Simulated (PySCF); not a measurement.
**WNCl: structure of the triplet**

Aim: relax WNCl as a triplet from a bent start, check by its vibrations whether the end is a minimum, and collect its spectrum and constants.

Program: PySCF 2.14.0. Level of theory: PBE0, basis W def2-TZVP with ECP60, N def2-TZVP, Cl def2-TZVP, scalar-relativistic core potentials, no spin–orbit coupling, density fitting. These are calculated values, not measurements.

**1. Starting geometry**

3 atoms, charge 0, spin multiplicity 3.

Bond lengths: W1–N2 1.800 Å, W1–Cl3 2.360 Å. Angles: N2–W1–Cl3 110.0°.

Z-matrix (Å, degrees; charge 0 multiplicity 3):
```
W
N  1 1.8000
Cl 1 2.3600 2 110.00
```

**2. The SCF at the typed geometry**

One driver script runs all steps and calls PySCF; scf.py shows how it sets up the SCF of each step. The optimiser is the driver's own. After this first run the driver tries any further starts and a stability analysis.

The input, scf.py:

```python
from pyscf import gto, scf, dft
mol = gto.M(atom='''
W      0.000000     0.000000     0.000000
N     -1.474500     0.000000     1.032400
Cl     1.933200     0.000000     1.353600''',
    basis={'W': 'def2-TZVP', 'N': 'def2-TZVP', 'Cl': 'def2-TZVP'},
    ecp={'W': 'def2-TZVP'},
    charge=0, spin=2)
mf = dft.UKS(mol, xc='PBE0')
mf.grids.atom_grid = (50, 194)
aux = {'W': 'def2-universal-JKFIT', 'N': 'def2-universal-JKFIT', 'Cl': 'def2-universal-JKFIT'}
mf = mf.density_fit(auxbasis=aux)
mf.conv_tol = 1e-08
mf.diis_space = 10
mf.max_cycle = 60
mf.init_guess = 'minao'
mf.verbose = 4
mf.kernel()
```

The run is started by

```sh
OMP_NUM_THREADS=4 python axn.py task.json out
```

The program printed:

```text
init E= -562.429382234454
[... the frontier-level lines of each cycle are left out ...]
cycle= 1 E= -581.461339751835  delta_E=  -19  |g|= 0.855  |ddm|= 5.48
cycle= 2 E= -575.56989028498  delta_E= 5.89  |g|= 3.07  |ddm|= 2.52
cycle= 3 E= -581.800398578295  delta_E= -6.23  |g|= 0.145  |ddm|=  2.2
cycle= 4 E= -581.80448121281  delta_E= -0.00408  |g|= 0.116  |ddm|= 0.269
cycle= 5 E= -581.810791980039  delta_E= -0.00631  |g|= 0.0663  |ddm|= 0.13
cycle= 6 E= -581.813045809981  delta_E= -0.00225  |g|= 0.0177  |ddm|= 0.0427
cycle= 7 E= -581.81369343787  delta_E= -0.000648  |g|= 0.0106  |ddm|= 0.0362
cycle= 8 E= -581.814212688777  delta_E= -0.000519  |g|= 0.00741  |ddm|= 0.0395
cycle= 9 E= -581.814640132279  delta_E= -0.000427  |g|= 0.00528  |ddm|= 0.0431
cycle= 10 E= -581.814861231685  delta_E= -0.000221  |g|= 0.00447  |ddm|= 0.0425
cycle= 11 E= -581.81489107483  delta_E= -2.98e-05  |g|= 0.00318  |ddm|= 0.0113
cycle= 12 E= -581.814907237793  delta_E= -1.62e-05  |g|= 0.000587  |ddm|= 0.0109
cycle= 13 E= -581.814909229759  delta_E= -1.99e-06  |g|= 0.000286  |ddm|= 0.00376
cycle= 14 E= -581.814909828229  delta_E= -5.98e-07  |g|= 0.000157  |ddm|= 0.00242
cycle= 15 E= -581.814909920117  delta_E= -9.19e-08  |g|= 8.79e-05  |ddm|= 0.001
cycle= 16 E= -581.814909941497  delta_E= -2.14e-08  |g|= 2.26e-05  |ddm|= 0.000378
cycle= 17 E= -581.814909944163  delta_E= -2.67e-09  |g|= 1.28e-05  |ddm|= 0.000112
Extra cycle  E= -581.814909944564  delta_E= -4.01e-10  |g|= 1.57e-05  |ddm|= 5.33e-05
converged SCF energy = -581.814909944564  <S^2> = 2.1893802  2S+1 = 3.1237031
```

This step, with its further starts and checks, ran for 13 s (4 threads of Arm Neoverse V1, shared host).

The starts that the driver tried:

```csv
start,energy (Eh)
the minimal-basis guess,-581.814910
a thermally smeared density,-581.814910
a smeared PBE density,-581.814910
```

No lower solution of this spin turned up from the other starts or in the test of internal stability.

**3. Relaxation: bent start, triplet**

The program finds Cs symmetry in the start, which this walk keeps. The walk stops when the largest gradient is under 0.0003 Eh/bohr and the energy has settled too.

scf.py: that of step 2 with these lines changed.

```diff
@@ -3,3 +3,3 @@
-W      0.000000     0.000000     0.000000
-N     -1.474500     0.000000     1.032400
-Cl     1.933200     0.000000     1.353600''',
+W     -0.201587     0.000000    -0.265284
+N     -1.676087     0.000000     0.767116
+Cl     1.731613     0.000000     1.088316''',
@@ -16 +15,0 @@
-mf.init_guess = 'minao'
```

The optimiser's trace:

```csv
step,energy (Eh),change (kJ/mol),largest symmetric gradient (Eh/bohr)
0,-581.814910,0.00,0.09387
1,-581.835321,-53.59,0.01465
2,-581.835873,-55.04,0.00397
3,-581.835969,-55.29,0.00099
4,-581.835973,-55.30,0.00017
5,-581.835973,-55.30,0.00001
```

The walk took 13 s.

Positions (Å) and forces (eV/Å) along the way:

```
step 0
W   -0.202   0.000  -0.265  -3.658   0.000   4.237
N   -1.676   0.000   0.767   4.827   0.000  -3.404
Cl   1.732   0.000   1.088  -1.169   0.000  -0.833
step 1
W   -0.235   0.000  -0.202   0.753   0.000  -0.302
N   -1.595   0.000   0.726  -0.336   0.000   0.435
Cl   1.684   0.000   1.067  -0.417   0.000  -0.132
step 3
W   -0.224   0.000  -0.230  -0.027   0.000  -0.051
N   -1.556   0.000   0.751  -0.022   0.000   0.013
Cl   1.633   0.000   1.070   0.049   0.000   0.038
step 5
W   -0.225   0.000  -0.231   0.001   0.000  -0.001
N   -1.557   0.000   0.750   0.000   0.000  -0.003
Cl   1.636   0.000   1.071  -0.001   0.000   0.003
```

End point (Cs, 5 steps, 55.3 kJ/mol gained): W–Cl 2.270 Å, W–N 1.655 Å; Cl–W–N 108.7°.

**4. Frequencies**

On the finer grid the gradient is checked again; gradients at displacements of ±0.02 bohr then give force constants and infrared intensities.

scf.py: that of step 3 with these lines changed.

```diff
@@ -3,3 +3,3 @@
-W     -0.201587     0.000000    -0.265284
-N     -1.676087     0.000000     0.767116
-Cl     1.731613     0.000000     1.088316''',
+W     -0.199140     0.000000    -0.254028
+N     -1.532069     0.000000     0.726461
+Cl     1.661362     0.000000     1.046886''',
@@ -10 +10 @@
-mf.grids.atom_grid = (50, 194)
+mf.grids.atom_grid = (75, 302)
@@ -13 +13 @@
-mf.conv_tol = 1e-08
+mf.conv_tol = 1e-10
```

This SCF starts from the last density.

SCF at the final geometry:

```text
init E= -581.836099509577
[... the frontier-level lines of each cycle are left out ...]
cycle= 1 E= -581.836099509556  delta_E= 2.14e-11  |g|= 8.13e-06  |ddm|= 1.09e-05
Extra cycle  E= -581.836099509365  delta_E= 1.91e-10  |g|= 2.25e-05  |ddm|= 2.1e-05
converged SCF energy = -581.836099509365  <S^2> = 2.0406334  2S+1 = 3.0269677
```

The whole step took 53 s.

Geometry: Cs; W–Cl 2.270 Å, W–N 1.655 Å; Cl–W–N 108.7°.

Harmonic modes (main isotopes):

```
symmetry  ω (cm⁻¹)  IR (km/mol)     type
      a'       220          8.0     bend
      a'       397         50.1  stretch
      a'      1134         61.0  stretch
```

No imaginary mode, so this is a minimum.

Constants and moments:

* Dipole moment: 4.37 D
* Highest occupied level: -6.67 eV
* Lowest empty level: -3.48 eV
* Rotational constants: 0.5664, 0.1025, 0.08678 cm⁻¹
* Zero-point energy: 10.5 kJ/mol
* Principal polarisabilities: 58.0, 59.2, 71.7 bohr³
* Atomisation energy without zero-point energy: 1011 kJ/mol
* Principal traceless quadrupole moments about the centre of mass: -7.45, 2.40, 5.05 D Å
* Entropy at 298.15 K and 1 bar (electronic part: spin only): 304.2 J/(mol K)
* Heat capacity Cp at 298.15 K: 48.1 J/(mol K)
* Enthalpy at 298.15 K above 0 K: 12.19 kJ/mol
* Rotational symmetry number: 1
* Spin squared ⟨S²⟩: 2.041

Populations by atom (charges in e):

| atom | Mulliken | Löwdin | polar tensor | spin (Mulliken) | Mayer order to W1 |
| --- | --- | --- | --- | --- | --- |
| W1 | 0.71 | 0.25 | 1.12 | 2.32 | – |
| N2 | -0.36 | -0.28 | -0.60 | -0.32 | 2.95 |
| Cl3 | -0.34 | 0.03 | -0.52 | 0.00 | 1.09 |

Outer orbital energies (eV). α occupied: -11.14, -10.23, -10.03, -9.18, -8.94, -8.33, -6.97, -6.67; empty: -3.48, -1.88, -0.83, 0.28. β occupied: -22.55, -20.08, -11.00, -10.10, -9.61, -9.01, -8.94, -8.29; empty: -3.04, -2.35, -2.12, -0.85.

Mulliken populations on W1 (outside its core potential): s 2.69, p 6.24, d 4.30, f 0.06.

**5. Summary of results**

| quantity | value |
| --- | --- |
| minimum | triplet, Cs |
| geometry | W–Cl 2.270 Å, W–N 1.655 Å; Cl–W–N 108.7° |
| wavenumbers (cm⁻¹) | 220 (a'), 397 (a'), 1134 (a') |
| dipole moment | 4.37 D |
| highest occupied, lowest empty level (either spin) | -6.67, -3.48 eV |
| polar-tensor charge of W1 | +1.12 e |
| zero-point energy | 10.5 kJ/mol |
| entropy at 298.15 K | 304.2 J/(mol K) |
| atomisation energy (no zero-point energy) | 1011 kJ/mol |
| ⟨S²⟩ | 2.041 |

**Reading.** The molecule stays Cs, as typed, and the end point is a minimum. The strongest infrared band lies at 1134 cm⁻¹ (a', stretch). Most of the spin sits on W1 (Mulliken spin 2.32, against 2 for the whole molecule). Other starts or spin states, not run here, may lie lower. Open d and f shells are described by one determinant, and the ground state may have another occupation or spin. With an element this heavy the missing spin–orbit coupling can shift these numbers.

The search up to here took 80 s.
